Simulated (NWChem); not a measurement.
**CH5GeNO (SMILES O=C[NH][GeH3]) at 5 levels**

Aim: a comparison of 5 runs (HF/STO-3G, HF/3-21G, r2SCAN/6-31G**, B3LYP/6-31G*) of CH5GeNO. 

The results are computed with NWChem 7.3.0.

## (1) The system as given

CH5GeNO has 9 atoms, charge 0, and is taken as a singlet. As SMILES, `O=C[NH][GeH3]`. The shape is that of a PBE0-D4/def2-TZVP optimisation. This is one conformer, not always the lowest.

Bond lengths: O1–C2 1.212 Å, C2–N3 1.349 Å, N3–Ge4 1.868 Å, C2–H5 1.106 Å, N3–H6 1.007 Å, Ge4–H7 1.530 Å, Ge4–H8 1.530 Å, Ge4–H9 1.537 Å. Some angles: O1–C2–N3 123.1°, C2–N3–Ge4 118.3°, O1–C2–H5 122.3°, N3–C2–H5 114.6°, C2–N3–H6 118.0°, Ge4–N3–H6 123.7°, N3–Ge4–H7 109.2°, N3–Ge4–H8 109.2°, N3–Ge4–H9 103.4°, H7–Ge4–H8 112.2°.

## (2) Energy and gradient at HF/STO-3G (run 1)

Input file test.xyz:

```xyz
9
CH5GeNO gradient
O      0.520800     0.416700    -1.869900
C      1.124200     0.583600    -0.832300
N      0.627800     0.236100     0.373000
Ge    -1.070300    -0.538700     0.439900
H      2.133000     1.036500    -0.801100
H      1.195200     0.409600     1.186700
H     -1.056500    -1.851700    -0.344900
H     -2.098500     0.452200    -0.108600
H     -1.287200    -0.790600     1.940100
```

Input file test.nw:

```
start test
title "CH5GeNO gradient"
memory 2200 mb
geometry units angstroms noautosym nocenter noautoz
   load format xyz test.xyz
end
basis spherical bse
   * library STO-3G
end
scf
   thresh 1e-08
   maxiter 80
   print medium
end
task scf gradient
```

Command:

```
$ nwchem test.nw > test.out
```

What it wrote:

```text
[...]
  functions       =    38
[...]
  wavefunction    = RHF
[...]
         Total SCF energy =  -2219.649232180485
      One-electron energy =  -3641.321472624410
      Two-electron energy =   1155.561950521139
 Nuclear repulsion energy =    266.110289922786
        Time for solution =      5.4s
[...]
                         RHF ENERGY GRADIENTS
    atom               coordinates                        gradient
                 x          y          z           x          y          z
   1 O       0.984169   0.787449  -3.533599    0.015441   0.004692   0.022401
   2 C       2.124430   1.102844  -1.572819   -0.038920  -0.020649   0.029941
   3 N       1.186370   0.446164   0.704868    0.067148   0.034352  -0.039075
   4 Ge     -2.022574  -1.017995   0.831290   -0.011040  -0.004003  -0.009522
   5 H       4.030786   1.958701  -1.513859   -0.000888  -0.000166  -0.002336
   6 H       2.258601   0.774032   2.242538   -0.006430  -0.002096  -0.007942
   7 H      -1.996496  -3.499206  -0.651766    0.001247  -0.031600  -0.018613
   8 H      -3.965590   0.854534  -0.205224   -0.024111   0.024472  -0.012852
   9 H      -2.432455  -1.494017   3.666257   -0.002447  -0.005001   0.037999
[...]
```

It took 8.4 s on 1 thread of AMD EPYC 7R43 (Zen 3), shared host; peak memory 0.092 GiB.

## (3) Energy and forces at HF/3-21G (run 2)

Input file ch5geno.xyz:

```xyz
9
CH5GeNO
O      0.520800     0.416700    -1.869900
C      1.124200     0.583600    -0.832300
N      0.627800     0.236100     0.373000
Ge    -1.070300    -0.538700     0.439900
H      2.133000     1.036500    -0.801100
H      1.195200     0.409600     1.186700
H     -1.056500    -1.851700    -0.344900
H     -2.098500     0.452200    -0.108600
H     -1.287200    -0.790600     1.940100
```

Input file ch5geno.nw:

```
start ch5geno
title "CH5GeNO"
memory total 2200 mb
geometry units angstrom noautosym nocenter noautoz
  load ch5geno.xyz
end
basis spherical bse
  O library 3-21G
  C library 3-21G
  N library 3-21G
  Ge library 3-21G
  H library 3-21G
end
scf
  singlet
  rhf
  thresh 1e-08
  maxiter 80
  noprint "final vectors analysis"
end
task scf gradient
```

Command:

```
$ nwchem ch5geno.nw > ch5geno.out
```

What it wrote:

```text
[...]
  functions       =    59
[...]
  wavefunction    = RHF
[...]
         Total SCF energy =  -2234.498864863599
      One-electron energy =  -3644.080279057797
      Two-electron energy =   1143.471124271411
 Nuclear repulsion energy =    266.110289922786
        Time for solution =      5.1s
[...]
                         RHF ENERGY GRADIENTS
    atom               coordinates                        gradient
                 x          y          z           x          y          z
   1 O       0.984169   0.787449  -3.533599    0.005022   0.001316   0.009305
   2 C       2.124430   1.102844  -1.572819   -0.021348  -0.009039  -0.005950
   3 N       1.186370   0.446164   0.704868    0.013132   0.006944  -0.009840
   4 Ge     -2.022574  -1.017995   0.831290   -0.017932  -0.008199   0.001029
   5 H       4.030786   1.958701  -1.513859    0.012691   0.005632   0.001007
   6 H       2.258601   0.774032   2.242538    0.004484   0.001435   0.005807
   7 H      -1.996496  -3.499206  -0.651766    0.001897  -0.000323  -0.000552
   8 H      -3.965590   0.854534  -0.205224    0.000985   0.001702  -0.000331
   9 H      -2.432455  -1.494017   3.666257    0.001069   0.000532  -0.000474
[...]
```

Wall time 8.4 s (1 thread of AMD EPYC 7R43 (Zen 3), shared host); peak memory 0.096 GiB.

Run 3 isn't shown in full; the table further down has it.

## (4) Energy and forces at B3LYP/6-31G(d) (spherical functions) (run 4)

Input file mol.xyz:

```xyz
9

O      0.520800     0.416700    -1.869900
C      1.124200     0.583600    -0.832300
N      0.627800     0.236100     0.373000
Ge    -1.070300    -0.538700     0.439900
H      2.133000     1.036500    -0.801100
H      1.195200     0.409600     1.186700
H     -1.056500    -1.851700    -0.344900
H     -2.098500     0.452200    -0.108600
H     -1.287200    -0.790600     1.940100
```

Input file run.py:

```python
from ase.io import read
from ase.calculators.nwchem import NWChem

molecule = read('mol.xyz')

calc = NWChem(
    label='mol',
    theory='dft',
    memory='2200 mb',
    basis='6-31G*',
    basispar='spherical bse',
    dft={'xc': 'b3lyp', 'mult': '1', 'grid': 'xfine', 'convergence': 'energy 1e-08', 'iterations': '100', 'mulliken': None},
)
molecule.calc = calc

forces = molecule.get_forces()
print(f"energy = {molecule.get_potential_energy():.6f} eV")
print("forces (eV/A):")
for s, f in zip(molecule.symbols, forces):
    print(f"{s:2s} {f[0]:10.5f} {f[1]:10.5f} {f[2]:10.5f}")
print("dipole (e A):", molecule.get_dipole_moment().round(4))
```

Command:

```
$ export ASE_NWCHEM_COMMAND="nwchem PREFIX.nwi > PREFIX.nwo"
$ python run.py
```

What it wrote:

```text
energy = -61167.179125 eV
forces (eV/A):
O    -0.38109   -0.08726   -0.83165
C     0.47185    0.19643    0.16373
N     0.07806   -0.00015    0.34823
Ge   -0.18178   -0.08474    0.01568
H     0.09858    0.04289    0.01717
H     0.10793    0.02278    0.25428
H    -0.02623   -0.14738   -0.07508
H    -0.13339    0.08906   -0.05142
H    -0.03389   -0.03162    0.15905
dipole (e A): [ 0.1368 -0.0083  0.6868]
```

The calculator wrote mol.nwi:

```
title "mol"

permanent_dir mol

scratch_dir mol

start mol

geometry units angstrom nocenter noautosym noautoz
  O  5.2080000000000004e-01 4.1670000000000001e-01 -1.8698999999999999e+00
  C  1.1242000000000001e+00 5.8360000000000001e-01 -8.3230000000000004e-01
  N  6.2780000000000002e-01 2.3610000000000000e-01 3.7300000000000000e-01
  Ge -1.0703000000000000e+00 -5.3869999999999996e-01 4.3990000000000001e-01
  H  2.1330000000000000e+00 1.0365000000000000e+00 -8.0110000000000003e-01
  H  1.1952000000000000e+00 4.0960000000000002e-01 1.1867000000000001e+00
  H  -1.0565000000000000e+00 -1.8516999999999999e+00 -3.4489999999999998e-01
  H  -2.0985000000000000e+00 4.5219999999999999e-01 -1.0860000000000000e-01
  H  -1.2871999999999999e+00 -7.9059999999999997e-01 1.9400999999999999e+00
end

memory 2200 mb

basis spherical bse noprint
   * library 6-31G*
end

dft
  xc b3lyp
  mult 1
  grid xfine
  convergence energy 1e-08
  iterations 100
  mulliken
end

task dft gradient
```

mol.nwo:

```text
Northwest Computational Chemistry Package (NWChem) 7.3.0
             --------------------------------------------------------

           Job information
           ---------------

    nwchem branch   = 7.3.0
    use scalapack   = T
    input           = mol.nwi
    prefix          = mol.
    data base       = mol/mol.db
    status          = startup
    nproc           =        1

           Memory information
           ------------------

    heap     =     72089598 doubles =      550.0 Mbytes
    stack    =     72089595 doubles =      550.0 Mbytes
    global   =    144179200 doubles =     1100.0 Mbytes (distinct from heap & stack)
    total    =    288358393 doubles =     2200.0 Mbytes
    verify   = yes
    hardfail = no

           Directory information
           ---------------------

  0 permanent = mol
  0 scratch   = mol

                                NWChem Input Module
                                -------------------

                                        mol
                                        ---

[... 97 lines left out ...]
  convergence criterion.
[... 17 lines left out ...]
          Convergence on gradient requested:  5.00D-04
[... 28 lines left out ...]
          Convergence aids based upon iterative change in
[... 28 lines left out ...]
 1-e energy   =   -3653.596779
[... 51 lines left out ...]
         Total DFT energy =    -2247.852390551583
[... 2 lines left out ...]
    Exchange-Corr. energy =     -101.889394939862
[... 657 lines left out ...]
          Convergence on energy requested:  1.00D-08
[... 26 lines left out ...]
          Spatial weights used:  Erf1
[... 4 lines left out ...]
          total energy or number of iterations.
[... 18 lines left out ...]
                            NWChem DFT Gradient Module
                            --------------------------

                                        mol

  charge          =   0.00
  wavefunction    = closed shell

                         DFT ENERGY GRADIENTS

    atom               coordinates                        gradient
                 x          y          z           x          y          z
   1 O       0.984169   0.787449  -3.533599    0.007411   0.001697   0.016173
   2 C       2.124430   1.102844  -1.572819   -0.009176  -0.003820  -0.003184
   3 N       1.186370   0.446164   0.704868   -0.001518   0.000003  -0.006772
[... 5 lines of this table left out ...]
   9 H      -2.432455  -1.494017   3.666257    0.000659   0.000615  -0.003093

                 ----------------------------------------
                 |  Time  |  1-e(secs)   |  2-e(secs)   |
                 ----------------------------------------
                 |  CPU   |       0.02   |      19.15   |
                 ----------------------------------------
                 |  WALL  |       0.02   |      19.15   |
                 ----------------------------------------

 Task  times  cpu:       92.5s     wall:       92.5s
 Total times  cpu:       92.6s     wall:       92.6s
```

Run time: 95 s. Hardware: 1 thread of AMD EPYC 7R43 (Zen 3), shared host; peak memory 0.14 GiB.

## (5) Energy and gradient at B3LYP/6-31G(d) (Cartesian functions) (run 5)

Input file a.nw:

```
echo
start a
title "CH5GeNO"
memory 2200 mb

geometry units bohr noautosym nocenter noautoz
 O    0.98416937   0.78744888  -3.53359888
 C    2.12443011   1.10284417  -1.57281905
 N    1.18637006   0.44616434   0.70486784
 Ge  -2.02257387  -1.01799546   0.83129052
 H    4.03078582   1.95870113  -1.51385960
 H    2.25860066   0.77403182   2.24253799
 H   -1.99649565  -3.49920586  -0.65176654
 H   -3.96559027   0.85453415  -0.20522426
 H   -2.43245547  -1.49401747   3.66625765
end

basis cartesian
 * library 6-31G*
end

dft
 xc b3lyp
 grid fine
 convergence energy 1e-08
 maxiter 100
 mulliken
 print medium
end

task dft gradient
```

Command:

```
$ nwchem a.nw > a.out
```

What it wrote:

```text
[...]
          Wavefunction type:  closed shell.
          No. of atoms     :     9
          No. of electrons :    58
[...]
          Charge           :     0
          Spin multiplicity:     1
[...]
          AO basis - number of functions:    90
[...]
              XC Information
              --------------
                         B3LYP Method XC Potential
                     Hartree-Fock (Exact) Exchange  0.200
                        Slater Exchange Functional  0.800 local
                    Becke 1988 Exchange Functional  0.720 non-local
              Lee-Yang-Parr Correlation Functional  0.810
                  VWN I RPA Correlation Functional  0.190 local
[...]
 d= 0,ls=0.0,diis     1  -2247.7408310438 -2.51D+03  2.47D-02  1.79D+00     5.1
[...]
 d= 0,ls=0.0,diis    11  -2247.8611445723 -2.98D-09  2.87D-07  1.19D-09    32.9
         Total DFT energy =    -2247.861144572328
      One electron energy =    -3655.671530124131
           Coulomb energy =     1243.546694513115
    Exchange-Corr. energy =     -101.846579910496
 Nuclear repulsion energy =      266.110270949183
[...]
      Total Density - Mulliken Population Analysis
     ---------------------------------------------
    Atom       Charge   Shell Charges
 -----------   ------   -------------------------------------------------------
    1 O    8     8.45   1.99  0.91  2.88  1.03  1.64 -0.00
    2 C    6     5.62   1.99  0.73  1.99  0.33  0.51  0.07
    3 N    7     7.62   1.99  0.77  2.54  0.82  1.48  0.02
    4 Ge  32    31.85   2.00  1.99  6.00  1.93  5.99  1.33  2.13  0.10  0.25  6.92  2.95  0.25
    5 H    1     0.89   0.54  0.35
    6 H    1     0.67   0.51  0.17
    7 H    1     0.96   0.49  0.47
    8 H    1     0.96   0.49  0.47
    9 H    1     0.98   0.49  0.49
[...]
  wavefunction    = closed shell
                         DFT ENERGY GRADIENTS
    atom               coordinates                        gradient
                 x          y          z           x          y          z
   1 O       0.984169   0.787449  -3.533599    0.007288   0.001658   0.016011
   2 C       2.124430   1.102844  -1.572819   -0.009036  -0.003712  -0.003624
   3 N       1.186370   0.446164   0.704868   -0.001276   0.000061  -0.006267
   4 Ge     -2.022574  -1.017995   0.831291    0.003674   0.001696  -0.000165
   5 H       4.030786   1.958701  -1.513860   -0.001857  -0.000814  -0.000270
   6 H       2.258601   0.774032   2.242538   -0.002169  -0.000480  -0.004895
   7 H      -1.996496  -3.499206  -0.651767    0.000555   0.002313   0.001090
   8 H      -3.965590   0.854534  -0.205224    0.002183  -0.001278   0.000733
   9 H      -2.432455  -1.494017   3.666258    0.000638   0.000556  -0.002614
[...]
```

Wall time 50 s (1 thread of AMD EPYC 7R43 (Zen 3), shared host); peak memory 0.12 GiB.

## (6) The series

```
run                                 level  iteration cap  module   energy (Eh)  dipole moment (D)  HOMO energy (eV)  LUMO energy (eV)  wall time
  1                             HF/STO-3G             80     scf  -2219.649232               2.71             -7.67              9.44      8.4 s
  2                              HF/3-21G             80     scf  -2234.498865               3.70                 –                 –      8.4 s
  3  r2SCAN/6-31G** (spherical functions)            100     dft  -2247.709439                  –                 –                 –       75 s
  4    B3LYP/6-31G* (spherical functions)            100     dft  -2247.852391               3.36             -7.04              0.36       95 s
  5    B3LYP/6-31G* (Cartesian functions)            100     dft  -2247.861145               3.37             -7.06              0.34       50 s
```

## (7) Summary of results

```
                       quantity           value
            run 5: total energy  -2247.86114 Eh
           run 5: dipole moment          3.37 D
             run 5: HOMO energy        -7.06 eV
             run 5: LUMO energy         0.34 eV
           run 5: HOMO–LUMO gap         7.41 eV
run 5: largest force on an atom      0.909 eV/Å
```

**Reading.** Over runs 1, 2, 4, 5 the dipole moment (its size) runs from 2.71 D (HF/STO-3G) to 3.70 D (HF/3-21G). Over runs 1, 4, 5 the HOMO–LUMO gap runs from 7.40 eV (B3LYP/6-31G*) to 17.12 eV (HF/STO-3G). The two ends differ in method and basis. Totals of different functionals can't be ranked against each other. In run 1 the basis is minimal, so the values are rough. All runs together took 3.9 min, the longest 95 s.
